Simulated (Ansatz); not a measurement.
# GaSnB: the cost of one run

Computed with Ansatz 0.2.0 (DFT PBE, scalar-relativistic, plane waves, PAW, unless a step's input says otherwise).

1 further run of the same task is left out (it didn't finish).

### 1 Starting point

It takes space group P6_3/mmc (No. 194, hexagonal). Conventional cell: a = 3.776 Å, b = 3.776 Å, c = 7.503 Å, α = 90.00°, β = 90.00°, γ = 120.00°. Ga (site symmetry -3m) is surrounded by 6 Sn at 2.88 Å and 6 B at 2.88 Å. Sn (site symmetry -6m2) has 3 B at 2.18 Å as nearest neighbours. B (site symmetry -6m2) has 3 Sn at 2.18 Å and 6 Ga at 2.88 Å as nearest neighbours.

As a file:

```
Ga Sn B
1.0
     3.77625    0.00000    0.00000
    -1.88813    3.27033    0.00000
     0.00000    0.00000    7.50307
Ga Sn B
2 2 2
Direct
  0.00000 0.00000 0.00000
  0.00000 0.00000 0.50000
  0.66667 0.33333 0.75000
  0.33333 0.66667 0.25000
  0.66667 0.33333 0.25000
  0.33333 0.66667 0.75000
```

A structure generator made this guess: species swapped into a database cell of CeHSe (P6_3/mmc, No. 194), with Sn on the Ce sites, B on the H sites and Ga on the Se sites. Lengths come from tabulated atomic sizes and are only a guess.

### 2 Probe: one point on a coarse mesh

input.yaml reads:

```yaml
crystal:
  lattice:
    - [3.7762519, 0.0, 0.0]
    - [-1.88812595, 3.27033008, 0.0]
    - [0.0, 0.0, 7.50306892]
  atoms:
    - { symbol: Ga, position: [0.0, 0.0, 0.0] }
    - { symbol: Ga, position: [0.0, 0.0, 0.5] }
    - { symbol: Sn, position: [0.66666667, 0.33333333, 0.75] }
    - { symbol: Sn, position: [0.33333333, 0.66666667, 0.25] }
    - { symbol: B, position: [0.66666667, 0.33333333, 0.25] }
    - { symbol: B, position: [0.33333333, 0.66666667, 0.75] }
basis:
  ecutwfc: 420
kpoints:
  mp_grid: { grid: [6, 6, 2] }
hamiltonian:
  xc: pbe
scf:
  occupations: { method: gaussian, width: 0.1 }
  lower_state_search: "off"
output:
  forces: true
  stress: true
  eigenvalues: true
```

Started as:

```
$ ansatz run input.yaml --threads 1 --pin off --max-ram 2560MiB --backend cpu --events-out ev --progress --plain --runs-dir out
```

Q: Estimate wall time and peak memory on 1 thread of Arm Neoverse V1, shared host.

About 3.4 s, with a peak of 0.36 GiB.
